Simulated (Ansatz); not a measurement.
# TaVN2 (P4/mmm) in Ansatz: notebook

One crystal, TaVN2, is run at these levels: PBEsol; tasks: single point.

Program: Ansatz 0.2.0. These are calculated values, not measurements. Logs are shortened: lines on timing, memory, paths and dates and some standing lists are left out, and cuts for length are marked.

### 1 Starting point

Symmetry: P4/mmm, No. 123, tetragonal system. Conventional cell: a = 3.050 Å, b = 3.050 Å, c = 4.296 Å, α = 90.00°, β = 90.00°, γ = 90.00°. Around Ta (site symmetry 4/mmm) lie 6 N at 2.15 to 2.16 Å. Around V (site symmetry 4/mmm) lie 6 N at 2.15 to 2.16 Å. N (site symmetry 4/mmm) has 2 V at 2.15 Å and 4 Ta at 2.16 Å as nearest neighbours. N (site symmetry 4/mmm) has 2 Ta at 2.15 Å and 4 V at 2.16 Å as nearest neighbours.

The cell comes from a database or a generator and needn't be the stable form of this composition.

### 2 Single point, PBEsol, collinear spin, ferromagnetic start

input.yaml reads:

```yaml
crystal:
  lattice:
    - [3.049867, 0.0, 0.0]
    - [0.0, 3.049867, 0.0]
    - [0.0, 0.0, 4.296062]
  atoms:
    - { symbol: Ta, position: [0.0, 0.0, 0.0] }
    - { symbol: V, position: [0.5, 0.5, 0.5], spin: 2.5 }
    - { symbol: "N", position: [0.5, 0.5, 0.0] }
    - { symbol: "N", position: [0.0, 0.0, 0.5] }
hamiltonian:
  xc: pbesol
  pseudopotentials: { kind: paw }
magnetization:
  spin_polarized: true
  initial_magnetization: 2.5
  spin_locking: { lock_magnetization: hard }
kpoints:
  mp_grid: { grid: [7, 7, 5] }
scf:
  occupations: { method: fermi_dirac, width: 0.05 }
  lower_state_search: "off"
output:
  forces: true
  stress: true
  eigenvalues: true
  write_density: true
  write_potential: true
  elf: true
  volumetric_format: npy
```

Potentials or basis: Ansatz PAW.

Started as:

```sh
ansatz run input.yaml --threads 2 --pin off --max-ram 5632MiB --backend cpu --events-out ev --progress --plain --runs-dir out
```

Standard output:

```text
Warning: output.stress: scf.convergence.dr2_threshold = 1e-7 eV (the SCF's general default) is looser than the 4e-10 eV advised for a printed stress (1e-10 eV for each atom of the cell: 4). What an SCF threshold leaves in a stress goes as its square root, and in the free energy as the threshold itself, and one threshold admits the most on a small cell: of the crystals measured, under no hybrid functional and no lock of the moments, on runs that ended without the residual-converged pass, on stresses that held no estimate of that error, the worst erred by over 100 MPa in a component at 1e-7 eV an atom and by under 5 at 1e-10. Set scf.convergence.dr2_threshold to 4e-10 eV or tighter. The threshold is an SCF's pass mark: one that does not reach it within its budget of iterations ends unconverged, or closes short of it on a stop that the run arms, and scf.convergence.dr2_threshold's page says what that costs each kind of run
Warning: RAYON_NUM_THREADS=2 ignored (pool sized by the plan → 2); use --threads N
Engine: ansatz 0.2.0, x86_64-unknown-linux-gnu
Pseudopotentials: kind: paw
Pseudopotential: Ta, paw, valence charge 13, recommended cutoff 420 eV (normal), Ta.paw.azcp
Pseudopotential: V, paw, valence charge 13, recommended cutoff 420 eV (normal), V.paw.azcp
Pseudopotential: N, paw, valence charge 5, recommended cutoff 420 eV (normal), N.paw.azcp
Functional definition: PBEsol
  exchange = pbesol_x
  correlation = pbesol_c
Crystal: 4 atoms, lattice volume = 39.961 Å³
Basis set: ecut = 420 eV, 775 PW (Γ), exchange–correlation on 48×48×60 points (8 copies of the dense FFT grid, shifted against one another)
Bands: 24, of which v1, the nominal top of the filled ones, is band 18 counted from 1 (17 counted from 0)
Symmetry: 16 space group operations
Space group: P4/mmm (ITA 123), of the structure as read, at distance tolerance 3.4e-5 Å
Magnetic group: BNS 123.339 (UNI 999), of the structure as read, at distance tolerance 3.4e-5 Å
k-points: 30 of 245
Non-local potential: Ta, projectors of the file, l = 0: 3, l = 1: 2, l = 2: 2, l = 3: 1
Non-local potential: V, projectors of the file, l = 0: 3, l = 1: 2, l = 2: 3, l = 3: 1
Non-local potential: N, projectors of the file, l = 0: 2, l = 1: 2, l = 2: 1
PAW form: soft (Blöchl's): semilocal exchange-correlation on the pseudo side does not see the compensation charge
PAW frozen core: Ta, regenerated for the run's functional, and the local potential with it (the file was generated under x = pbe(κ = 0.804, μ = 0.2195149727645171), c = pbe(β = 0.06672455060314922))
PAW frozen core: V, regenerated for the run's functional, and the local potential with it (the file was generated under x = pbe(κ = 0.804, μ = 0.2195149727645171), c = pbe(β = 0.06672455060314922))
PAW frozen core: N, regenerated for the run's functional, and the local potential with it (the file was generated under x = pbe(κ = 0.804, μ = 0.2195149727645171), c = pbe(β = 0.06672455060314922))
PAW one-centre angular grid: Ta, 590 points (default); XC on 64 Gauss nodes
PAW one-centre angular grid: V, 590 points (default); XC on 64 Gauss nodes
PAW one-centre angular grid: N, 110 points (default); XC on 64 Gauss nodes
Initial density: superposition of atomic densities (chi_scale 0.1, normalization cell, long waves kept (reshape's long-wave potential 0.00 eV rms))
Starting moments: Σ|m| = 2.5 μB on 1 of 4 sites
Initial wavefunctions: pseudopotential atomic-orbital guess
Functional: x = pbesol(κ = 0.804, μ = 0.12345679012345678), c = pbesol(β = 0.046)
SCF iter   1: F=—  HF=-13453.046736 eV  |F-HF|=—  |Δ(HF+E_count)|=         —  Δρ=5.13e-2 (↑4.16e-2 ↓5.13e-2)  dr2=3.71e0  dr2_m=2.06e-1  M=2.500 μB ∫|m|=2.519 μB  β_m=0.30  ethr=3.10e-3  ⟨swp⟩=5.7  Hψ=6063  notcnv=0
preconditioner: auto → Kerker (q_TF=auto, 2.681 Å⁻¹)  [metal: Δε(μ)=0.009 eV  Ē_g=8.648 eV  σ=0.050 eV  W_gap=0.04  n_scr=14 (ndim 8)  ℏωp=26.3 eV  f_vac=0.000  D(μ)=2.07/eV (n_scr^D=20)]
spin=Collinear: Kerker preconditioning applied to the charge; magnetization (m = ρ↑ − ρ↓) channel mixes plain (no charge-response kernel on spin).
SCF iter   2: F=—  HF=-13452.740772 eV  |F-HF|=—  |Δ(HF+E_count)|=   3.06e-1  Δρ=3.34e-2 (↑3.34e-2 ↓3.10e-2)  dr2=6.08e-1  dr2_m=2.33e-1  M=2.500 μB ∫|m|=2.507 μB  β_m=0.43  ethr=3.10e-3  ⟨swp⟩=2.0  Hψ=2275  notcnv=0  defer=31
SCF iter   3: F=—  HF=-13452.789769 eV  |F-HF|=—  |Δ(HF+E_count)|=   4.90e-2  Δρ=1.75e-2 (↑1.52e-2 ↓1.75e-2)  dr2=1.15e-1  dr2_m=5.53e-2  M=2.500 μB ∫|m|=2.505 μB  β_m=0.52  ethr=1.69e-3  ⟨swp⟩=2.2  Hψ=2288  notcnv=0  defer=32
SCF iter   4: F=—  HF=-13452.825733 eV  |F-HF|=—  |Δ(HF+E_count)|=   3.60e-2  Δρ=8.92e-3 (↑8.92e-3 ↓3.44e-3)  dr2=3.02e-2  dr2_m=1.01e-2  M=2.500 μB ∫|m|=2.502 μB  β_m=0.59  ethr=3.20e-4  ⟨swp⟩=2.2  Hψ=2104  notcnv=0  defer=33
SCF iter   5: F=—  HF=-13452.825621 eV  |F-HF|=—  |Δ(HF+E_count)|=   1.12e-4  Δρ=9.47e-4 (↑9.47e-4 ↓8.00e-4)  dr2=5.91e-4  dr2_m=9.00e-5  M=2.500 μB ∫|m|=2.502 μB  β_m=0.72  ethr=8.39e-5  ⟨swp⟩=2.2  Hψ=1992  notcnv=0  defer=33
SCF iter   6: F=—  HF=-13452.825753 eV  |F-HF|=—  |Δ(HF+E_count)|=   1.32e-4  Δρ=3.05e-4 (↑2.69e-4 ↓3.05e-4)  dr2=6.00e-5  dr2_m=7.89e-6  M=2.500 μB ∫|m|=2.502 μB  β_m=0.84  ethr=1.64e-6  ⟨swp⟩=2.2  Hψ=2099  notcnv=0  defer=33
SCF iter   7: F=—  HF=-13452.825775 eV  |F-HF|=—  |Δ(HF+E_count)|=   2.25e-5  Δρ=1.12e-4 (↑1.12e-4 ↓7.57e-5)  dr2=1.85e-5  dr2_m=4.31e-7  M=2.500 μB ∫|m|=2.502 μB  β_m=0.86  ethr=1.67e-7  ⟨swp⟩=2.1  Hψ=2059  notcnv=0  defer=33
SCF iter   8: F=—  HF=-13452.825774 eV  |F-HF|=—  |Δ(HF+E_count)|=   1.33e-6  Δρ=3.70e-5 (↑3.70e-5 ↓2.99e-5)  dr2=8.63e-7  dr2_m=1.13e-7  M=2.500 μB ∫|m|=2.502 μB  β_m=0.89  ethr=5.15e-8  ⟨swp⟩=2.1  Hψ=1802  notcnv=0  defer=33
SCF iter   9: F=—  HF=-13452.825774 eV  |F-HF|=—  |Δ(HF+E_count)|=   6.84e-8  Δρ=3.07e-5 (↑3.07e-5 ↓7.27e-6)  dr2=6.99e-7  dr2_m=5.85e-8  M=2.500 μB ∫|m|=2.502 μB  β_m=0.94  ethr=2.78e-10  ⟨swp⟩=11.2  Hψ=9383  notcnv=0
SCF iter  10: F=-13452.825774 eV  HF=-13452.825774 eV  |F-HF|=7.44e-9  |Δ(HF+E_count)|=   6.15e-8  Δρ=2.71e-6 (↑2.71e-6 ↓1.59e-6)  dr2=9.54e-9  dr2_m=2.38e-10  M=2.500 μB ∫|m|=2.502 μB  ethr=2.78e-10  ⟨swp⟩=7.0  Hψ=8207  notcnv=0
SCF 1 converged in 10 iterations: F = -13452.825774 eV  dr2 = 9.54e-9
SCF converged after 10 iterations
Stability checked in part: among states of this total moment the steps that led to this state did not find it unstable. No probe was made; neither looks for a lower state of another moment (fixed_total_moment; see scf.lower_state_search)
Magnetization: 2.5000 μB (19.2500 up, 16.7500 down)
Absolute magnetization: 2.5021 μB (∫|ρ↑−ρ↓|, with the PAW one-centre terms)
Spin contamination: 0.0256 ħ² per cell (⟨S²⟩ above its minimum at these occupations)
Per-site moments (μB) at R_I (Å): [(0.1312915687806117, 0.8860627875000001), (1.6019179882485188, 0.8860627875000001), (0.07538340832580649, 0.8860627875000001), (0.07415867153778329, 0.8860627875000001)]
Free energy (F): -13452.825774 eV
Harris-Foulkes:  -13452.825774 eV  (|F-HF|=7.44e-9)
Internal energy: -13452.808269 eV  (E = F + TS)
E sigma→0 (E₀):  -13452.817022 eV
Entropy (-TS):   -0.017505 eV (-4.376 meV/atom)
Fermi energy:    19.203599 (↑ 19.686032, ↓ 18.721165) eV
--- Per-component energies (eV) ---
  E_band       = -160.148938
  E_kinetic    = 967.399333
  E_local      = -1616.999717  (includes V_loc(G=0)·N_el)
  E_nonlocal   = 67.010239
  E_hartree    = 649.776837
  E_xc         = -467.056420
  E_vxc        = -522.788015  (∫ρ·V_xc dr)
  E_paw        = -9606.351947  (= ΣΔE_a)
  E_vpaw       = -354.322385  (= ΣTr[D̂ρ^β])
  E_aug_tail   = 0.000603  (compensation charges beyond the density's cutoff)
  E_ewald      = -3447.006721
  E_core_change = 0.419523  (= ΣΔE_core)
  E_smearing   = -0.017505  (= −TS)
  E_closure    = 0.000000  (closes the sum)
  Σ components = -13452.825774   (vs F -13452.825774, Δ=0.00e0)
--- Forces (eV/Å), atoms counted from 1 ---
  atom   1  Ta     0.00000000     0.00000000     0.00000000
  atom   2  V      0.00000000     0.00000000     0.00000000
  atom   3  N      0.00000000     0.00000000     0.00000000
  atom   4  N     -0.00000000    -0.00000000     0.00000000
  max |Σ_I F_I| component: 3.12e-29 eV/Å
--- Stress (GPa, compression-positive) ---
       -1.936497       0.000000       0.000000
        0.000000      -1.936497       0.000000
        0.000000       0.000000      -7.584543
  P = ⅓ Tr σ = -3.8192 GPa (-38.192 kbar)
--- Band table (eV; the first three rows and the last of 60) ---
  k-point 0 ↑: bands = ["-50.0980", "-45.7791", "-19.8209", "-19.7309", "-19.7309", "-16.7152", "-16.5123", "-16.5123", "1.0530", "2.7355", "12.7710", "14.4142", "15.1673", "15.1673", "16.4376", "16.4522", "16.4522", "17.4305", "17.4305", "17.4391", "18.9873", "19.0319", "20.8956", "21.4035"]
  k-point 1 ↑: bands = ["-50.0978", "-45.7792", "-19.8179", "-19.7300", "-19.7300", "-16.7341", "-16.5132", "-16.5132", "1.2708", "2.8603", "12.3039", "14.5880", "14.6206", "15.0825", "15.0825", "15.7959", "15.7959", "17.1313", "18.3397", "18.3397", "19.0681", "20.1809", "20.7858", "21.5426"]
  k-point 2 ↑: bands = ["-50.0976", "-45.7794", "-19.8129", "-19.7286", "-19.7286", "-16.7644", "-16.5147", "-16.5147", "1.6598", "3.0742", "11.7174", "12.6955", "14.9668", "14.9668", "14.9870", "15.2507", "15.2507", "16.5275", "19.2249", "19.3587", "19.3587", "20.5828", "21.0465", "21.7032"]
  k-point 29 ↓: bands = ["-49.9513", "-43.8915", "-18.0384", "-18.0335", "-17.9527", "-16.7716", "-16.7715", "-16.5591", "2.6711", "4.1245", "12.3499", "12.6306", "12.8926", "13.3974", "13.6539", "13.8288", "19.2878", "19.3357", "21.1325", "21.1378", "22.1046", "22.1713", "22.8022", "23.2641"]
```

It took 11 s on 2 threads of Intel Xeon at 2.50GHz (Skylake/Cascade Lake), shared host; peak memory 0.38 GiB.

Results:

| Property | Result |
| --- | --- |
| Free energy | -13452.8258 eV |
| Pressure | -3.8 GPa |
| Net moment | 2.50 μB per cell |
| Absolute moment | 2.50 μB per cell |
| Site moments | Ta +0.13; V +1.60; N +0.08, +0.07 μB |

Caveat: the pressure holds a Pulay correction of +0.5 GPa for the finite cutoff; the total moment is fixed, so each spin has its own Fermi level; the PAW data sets come from PBE, with cores solved anew for the run's functional, which leaves a small shift of forces and pressure; the thresholds are loose for stress. The run has no spin-orbit coupling, so splittings on Ta are missing.

### 3 Single point, PBEsol, collinear spin, ferromagnetic start

Changes to input.yaml since step 2:

```diff
@@ -7,3 +7,3 @@
     - { symbol: Ta, position: [0.0, 0.0, 0.0] }
-    - { symbol: V, position: [0.5, 0.5, 0.5], spin: 2.5 }
+    - { symbol: V, position: [0.5, 0.5, 0.5], spin: 3.0 }
     - { symbol: "N", position: [0.5, 0.5, 0.0] }
@@ -15,3 +15,3 @@
   spin_polarized: true
-  initial_magnetization: 2.5
+  initial_magnetization: 3.0
   spin_locking: { lock_magnetization: hard }
@@ -26,5 +26 @@
   eigenvalues: true
-  write_density: true
-  write_potential: true
-  elf: true
-  volumetric_format: npy
```

Potentials or basis: Ansatz PAW.

Started as:

```sh
ansatz run input.yaml --threads 2 --pin off --max-ram 5632MiB --backend cpu --events-out ev --progress --plain --runs-dir out
```

Wall time 6.8 s (2 threads of Intel Xeon at 2.50GHz (Skylake/Cascade Lake), shared host); peak memory 0.38 GiB.

Results (log left out):

- Free energy: -13452.5010 eV
- Pressure: -0.4 GPa
- Net moment: 3.00 μB per cell
- Absolute moment: 3.00 μB per cell
- Site moments: Ta +0.22; V +1.79; N +0.10, +0.09 μB

Stress tensor (GPa, compression positive):
```
 2.07  0.00  0.00
 0.00  2.07  0.00
 0.00  0.00 -5.21
```

Caveat: the pressure holds a Pulay correction of +0.5 GPa for the finite cutoff; the total moment is fixed, so each spin has its own Fermi level; the PAW data sets come from PBE, with cores solved anew for the run's functional, which leaves a small shift of forces and pressure; the thresholds are loose for stress.

### 4 Single point, PBEsol, collinear spin, ferromagnetic start

Changes to input.yaml since step 3:

```diff
@@ -7,3 +7,3 @@
     - { symbol: Ta, position: [0.0, 0.0, 0.0] }
-    - { symbol: V, position: [0.5, 0.5, 0.5], spin: 3.0 }
+    - { symbol: V, position: [0.5, 0.5, 0.5], spin: 4.0 }
     - { symbol: "N", position: [0.5, 0.5, 0.0] }
@@ -15,3 +15,3 @@
   spin_polarized: true
-  initial_magnetization: 3.0
+  initial_magnetization: 4.0
   spin_locking: { lock_magnetization: hard }
```

Started as:

```sh
ansatz run input.yaml --threads 2 --pin off --max-ram 5632MiB --backend cpu --events-out ev --progress --plain --runs-dir out
```

It took 6 s on 2 threads of Intel Xeon at 2.50GHz (Skylake/Cascade Lake), shared host; peak memory 0.38 GiB.

It converged, with:

```yaml
Free_energy: -13451.0868 eV
Pressure: 9.1 GPa
Net_moment: 4.00 μB per cell
Absolute_moment: 4.00 μB per cell
Site_moments: Ta +0.46; V +1.97; N +0.18, +0.17 μB
```

Stress tensor (GPa, compression positive):
```
10.86  0.00  0.00
 0.00 10.86  0.00
 0.00  0.00  5.63
```

Caveat: the pressure holds a Pulay correction of +0.5 GPa for the finite cutoff; the total moment is fixed, so each spin has its own Fermi level; the PAW data sets come from PBE, with cores solved anew for the run's functional, which leaves a small shift of forces and pressure; the thresholds are loose for stress. Spin-orbit coupling is left out, which matters for the levels of Ta.

### 5 Summary

```tsv
fixed moment (μB)	pressure (GPa)	moment (μB)
2.5	-3.8	2.50
3.0	-0.4	3.00
4.0	9.1	4.00
```

Alike in all rows: task single point; level PBEsol; potentials or basis Ansatz PAW; spin collinear, ferromagnetic start; cell as given; k mesh 7 × 7 × 5; cutoff (eV) 420; smearing fermi-dirac 0.05 eV.

Caveats: the total moment is fixed, so each spin has its own Fermi level; the PAW data sets come from PBE, with cores solved anew for the run's functional, which leaves a small shift of forces and pressure; the thresholds are loose for stress.

Absolute energies hang on the potentials; compare differences alone.
